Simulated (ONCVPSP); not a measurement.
# Cl: generating and testing an ONCV potential

Do these settings give a usable potential? It is generated, then checked for transferability, scattering, ghosts and hardness.

Program: ONCVPSP 4.0.1.1 (patched build). Reference atom: PBE, scalar-relativistic, spherical and spin-unpolarised. All values are calculated.

### Step 1. Settings

The settings as typed:

```json
{"element": "chlorine (Cl, Z = 17)", "type": "optimised norm-conserving Vanderbilt (ONCV)", "frozen core": "[Ne]", "valence charge": "7", "reference configuration": "3s2 3p5", "partial waves": "3s: rc 1.30 bohr, ncon 4, nbas 8, qcut 4.4 1/bohr, 2 projectors, debl 2.7 Ha; 3p: rc 1.40 bohr, ncon 4, nbas 9, qcut 5.4 1/bohr, 2 projectors, debl 0.4 Ha; d scattering state at 0.35 Ha: rc 1.40 bohr, ncon 4, nbas 7, qcut 7.6 1/bohr, 3 projectors, debl 3 Ha", "local potential": "polynomial inside 1.25 bohr (lpopt 5, dvloc0 0 Ha)", "core correction": "polynomial model core, fcfact 0.3"}
```

The outer shells as boxes (Hund's rule for the drawing; the calculation is spin-unpolarised):

```
[Ne] core
3s [↑↓]
3p [↑↓][↑↓][↑ ]
```

An earlier all-electron run gives the scale for the radii.

All-electron outer shells of the reference configuration (PBE, scalar-relativistic, ld1.x):

```
shell  level (eV)  outermost node (bohr)  outermost maximum (bohr)
   2s     -252.70                   0.12                      0.36
   2p     -191.63                      –                      0.30
   3s      -20.69                   0.55                      1.29
   3p       -8.59                   0.53                      1.43
```

### Step 2. Generation

Cl.dat reads:

```
# ATOM AND REFERENCE CONFIGURATION
# atsym  z   nc   nv     iexc    psfile
  Cl 17.00    3    2        4      upf
#
#   n    l    f
    1    0    2.00
    2    0    2.00
    2    1    6.00
    3    0    2.00
    3    1    5.00
#
# PSEUDOPOTENTIAL AND OPTIMIZATION
# lmax
    2
#
#   l,   rc,      ep,       ncon, nbas, qcut
    0    1.30    0.00    4    8    4.40
    1    1.40    0.00    4    9    5.40
    2    1.40    0.35    4    7    7.60
#
# LOCAL POTENTIAL
# lloc, lpopt,  rc(5),   dvloc0
    4    5    1.25    0.00
#
# VANDERBILT-KLEINMAN-BYLANDER PROJECTORs
# l, nproj, debl
    0    2    2.70
    1    2    0.40
    2    3    3.00
#
# MODEL CORE CHARGE
# icmod, fcfact, rcfact
    1    0.30    0.00
#
# LOG DERIVATIVE ANALYSIS
# epsh1, epsh2, depsh
   -2.00    5.00    0.02
#
# OUTPUT GRID
# rlmax, drl
    6.00    0.01
#
# TEST CONFIGURATIONS
# ncnf
    4
# nvcnf
#   n    l    f
    2
    3    0    2.00
    3    1    4.00
#
    2
    3    0    2.00
    3    1    3.00
#
    2
    3    0    2.00
    3    1    2.00
#
    2
    3    0    2.00
    3    1    4.50
#
```

Launch:

```bash
oncvpsp.x < Cl.dat > Cl.out
```

What does the calculation give? Wanted: cutoffs for 1 and 0.1 mHa per electron, occupied waves; bound ghosts; GHOST(+) flags; largest test error; largest phase difference near zero energy, channels read; rms error of d²Exc/dn², without and with the model core.

**Answer**, as computed:

| quantity | value |
| --- | --- |
| cutoffs for 1 and 0.1 mHa per electron, occupied waves | 64 Ha and 99 Ha |
| bound ghosts | none found |
| GHOST(+) flags | s at 218 eV |
| largest test error (AE − PS) | +49 meV, for 3s2 3p2 |
| largest phase difference near zero energy, channels read | 0.000 rad |
| rms error of d²Exc/dn², without and with the model core | 1.46 and 0.26 mHa |

By total energies transferability is fair: the largest error is 49 meV on 77.6 eV, for 3s2 3p2. That test lies far up in energy; among those under 40 eV, nearer to bonding, the largest error is 11 meV. It counts as hard, with 64 Ha needed at the looser tolerance. At the looser tolerance the 3s wave is the slowest; 3p needs 8 Ha. No bound ghost shows below the valence levels. Near zero energy the phases of the channels with partial waves agree within 0.001 rad. The program also flags highly localised states, GHOST(+) (s). All of this concerns the isolated atom, not yet a solid.
